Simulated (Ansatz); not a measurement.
# CuN: the cost of one run

Program: Ansatz 0.2.0, Gaussian basis. Level of theory: def2-TZVPP, core rule «outside noble gas», up to 10 orbitals frozen. These are calculated values, not measurements.

Plan: UHF; ROHF; CCSD(T) on UHF.

2 further runs of the same task are left out: 2 set aside as unsound or not needed.

### 1 The geometry

The geometry is a PBE0/def2-TZVP stationary point (not a proven minimum) of the parent state, kept for this charge and spin.

2 atoms, charge 1, spin multiplicity 2.

Atoms are counted from 1 here; the program's logs count them from 0.

Bond lengths: Cu1–N2 1.810 Å.

### 2 UHF

Input file in.yaml:

```yaml
crystal:
  periodic: [false, false, false]
  atoms:
    - {symbol: Cu, position_ang: [0.000000, 0.000000, 0.000000]}
    - {symbol: N, position_ang: [0.000000, 0.000000, 1.810200]}
basis:
  gaussian: {orbitals: def2-TZVPP}
total_charge: 1
magnetization: {spin_polarized: true, initial_magnetization: 1}
hamiltonian: {xc: hf}
output: {orbitals: {seedname: orbitals}}
```

Run with:

```
$ ansatz run in.yaml --threads 1 --pin off --events-out ev --progress --plain --max-ram 4096MiB --backend cpu
```

Q: Estimate wall time and peak memory on 1 thread of AMD EPYC 7R13, shared host.

About 19 s, with a peak of 0.28 GiB.
